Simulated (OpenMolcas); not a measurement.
# Rh⁵⁺ with 4 ligands (hydroxide): CASSCF and CASPT2 levels and susceptibility

Aim: the ligand-field states of Rh⁵⁺ in this surrounding, its lowest levels with spin-orbit coupling and its magnetic susceptibility.

Method: state-averaged CASSCF and CASPT2, spin-orbit coupling by RASSI with atomic mean-field integrals. Code: OpenMolcas 26.06.

### 1 The system

| Property | Result |
| --- | --- |
| Species | Rh⁵⁺ (rhodium, Z = 45, 40 electrons) |
| Basis | ANO-RCC-VTZP [7s6p4d2f1g], 144 functions with the ligands |
| Scalar Hamiltonian | DKH2, point nucleus |
| Inactive shells | 1s 2s 2p 3s 3p 3d 4s 4p of the metal, and all ligand shells |
| Active space | 4 electrons in 5 orbitals (4d) |
| Some configurations of this space | 4d⁴ |
| Orbitals | optimised for each spin and parity, averaged over all roots |

Outer shells as boxes (Hund's rule):

4d4
```
4d [↑ ][↑ ][↑ ][↑ ][  ]
```

Rh⁵⁺ is taken with 4 ligands (hydroxide) in square coordination (Ci) at 1.75 Å. Ligand basis ANO-RCC-VDZP. The distances are assumed, not relaxed.

```xyz
9

Rh    0.0000    0.0000    0.0000
O     1.7500    0.0000    0.0000
H     2.1599    0.8791    0.0000
O     0.0000    1.7500    0.0000
H     0.0000    2.1599    0.8791
O    -1.7500    0.0000    0.0000
H    -2.1599   -0.8791    0.0000
O     0.0000   -1.7500    0.0000
H     0.0000   -2.1599   -0.8791
```

Each step is its own input file, run in one work folder so that later steps find the files of earlier ones. Labels, J, g values, rates, χT and fits are worked out afterwards by a script from the matrices that RASSI stores.

### 2 One- and two-electron integrals

Input file a.inp:

```
&GATEWAY
Coord
9

Rh 0.0 0.0 0.0
O 1.750000 0.000000 0.000000
H 2.159940 0.879119 0.000000
O 0.000000 1.750000 0.000000
H 0.000000 2.159940 0.879119
O -1.750000 0.000000 0.000000
H -2.159940 -0.879119 0.000000
O 0.000000 -1.750000 0.000000
H 0.000000 -2.159940 -0.879119
Basis=Rh.ANO-RCC-VTZP,H.ANO-RCC-VDZP,O.ANO-RCC-VDZP
Group=XYZ
NoMove
AngMom=0.0 0.0 0.0
AMFI
RICD
&SEWARD
```

Launch:

```bash
> OMP_NUM_THREADS=1 MOLCAS_MEM=2457 MOLCAS_PROJECT=a pymolcas a.inp > a.log
```

### 3 CASSCF: quintets of even parity, 5 roots

Input file a.inp:

```
&RASSCF
FileOrb=start.orb
Symmetry=1
Spin=5
nActEl=4 0 0
Inactive=19 19
Ras2=5 0
CIRoot=5 5 1
SDav=5
CIMx=300
Iter=150 100
PrWF=0.3
OrbListing=Nothing
MaxOrb=0
LevShft=1.0
>>> COPY $Project.JobIph JOB001
```

start.orb holds start orbitals that the driver prepared beforehand, or those of the step before.

### 4 Reference wave functions, triplets of even parity, 45 roots

Input file a.inp:

```
&RASSCF
FileOrb=start.orb
Symmetry=1
Spin=3
nActEl=4 0 0
Inactive=19 19
Ras2=5 0
CIRoot=45 45 1
SDav=45
CIMx=300
Iter=150 100
PrWF=0.3
OrbListing=Nothing
MaxOrb=0
LevShft=1.0
>>> COPY $Project.JobIph JOB002
```

### 5 Reference wave functions, singlets of even parity, 50 roots

Input file a.inp:

```
&RASSCF
FileOrb=start.orb
Symmetry=1
Spin=1
nActEl=4 0 0
Inactive=19 19
Ras2=5 0
CIRoot=50 50 1
SDav=50
CIMx=300
Iter=150 100
PrWF=0.3
OrbListing=Nothing
MaxOrb=0
LevShft=1.0
>>> COPY $Project.JobIph JOB003
```

### 6 RASSI: spin-orbit coupling between the states

Input file a.inp:

```
&RASSI
NrOfJobIphs=3 5 45 50
1 2 3 4 5
1 2 3 4 5 6 7 8 9 10 11 12 13 14 15 16 17 18 19 20 21 22 23 24 25 26 27
28 29 30 31 32 33 34 35 36 37 38 39 40 41 42 43 44 45
1 2 3 4 5 6 7 8 9 10 11 12 13 14 15 16 17 18 19 20 21 22 23 24 25 26 27
28 29 30 31 32 33 34 35 36 37 38 39 40 41 42 43 44 45 46 47 48 49 50
IphNames
JOB001
JOB002
JOB003
EJob
SpinOrbit
DIPRint=1.0
SOCoupling=1000.0
Subsets=2
Property=9
'ANGMOM' 1 'ANGMOM' 2 'ANGMOM' 3 'MLTPL  1' 1 'MLTPL  1' 2 'MLTPL  1' 3
'AMFI' 1 'AMFI' 2 'AMFI' 3
SOProperty=3
'ANGMOM' 1 'ANGMOM' 2 'ANGMOM' 3
```

### 7 CASPT2: IPEA 0.25, imaginary shift 0.1 (closed shells correlated: 4s 4p of the metal, with ligand shells; the Frozen line counts the rest)

Input file a.inp:

```
>>> COPY JOB001 $Project.JobIph
&CASPT2
Multistate=5 1 2 3 4 5
NoMult
Frozen=10 8
IPEA=0.25
Imaginary=0.1
MaxIter=60
WThr=0.0 0.3 0.05
PrWF=0.5
NoMix
>>> COPY JOB002 $Project.JobIph
&CASPT2
Multistate=45 1 2 3 4 5 6 7 8 9 10 11 12 13 14 15 16 17 18 19 20 21 22
23 24 25 26 27 28 29 30 31 32 33 34 35 36 37 38 39 40 41 42 43 44 45
NoMult
Frozen=10 8
IPEA=0.25
Imaginary=0.1
MaxIter=60
WThr=0.0 0.3 0.05
PrWF=0.5
NoMix
>>> COPY JOB003 $Project.JobIph
&CASPT2
Multistate=50 1 2 3 4 5 6 7 8 9 10 11 12 13 14 15 16 17 18 19 20 21 22
23 24 25 26 27 28 29 30 31 32 33 34 35 36 37 38 39 40 41 42 43 44 45 46
47 48 49 50
NoMult
Frozen=10 8
IPEA=0.25
Imaginary=0.1
MaxIter=60
WThr=0.0 0.3 0.05
PrWF=0.5
NoMix
```

(Steps that only read results are left out.)

Before running it: what results should come out? Wanted: spin-free ground state; first state of the same spin within the active space; lowest level; next level.

**Answer**, as computed:

```
                                            quantity                                                                                                                                          value
                                              method  SS-CASPT2, IPEA 0.25, imaginary shift 0.1 (closed shells correlated: 4s 4p of the metal, with ligand shells; the Frozen line counts the rest)
                              spin-free ground state                                                                                                            singlet, 1-fold in its orbital part
first state of the same spin within the active space                                                                                                                           singlet at 4960 cm⁻¹
                                        lowest level                                                                                                                                         1-fold
                                          next level                                                                                                                                    1402.8 cm⁻¹
                                         χT at 300 K                                                                                                                                 0.06 cm³ K/mol
                           effective moment at 300 K                                                                                                                                        0.69 μB
```

Cost by method:

| method | time of its own steps | time with the reference |
| --- | --- | --- |
| A. CASSCF | 73 s | 73 s |
| B. SS-CASPT2, IPEA 0.25, imaginary shift 0.1, +4s 4p | 5.5 min | 6.7 min |

Times are of one thread on a shared host.

What this shows: The spin-free ground state (singlet) is 1-fold and has less than the highest spin computed. With metal d orbitals alone active, the gaps between spin states are rough; where two lie within a few thousand cm-1, their order is open. The bonds are covalent and no ligand orbital is active, so the numbers are rough.
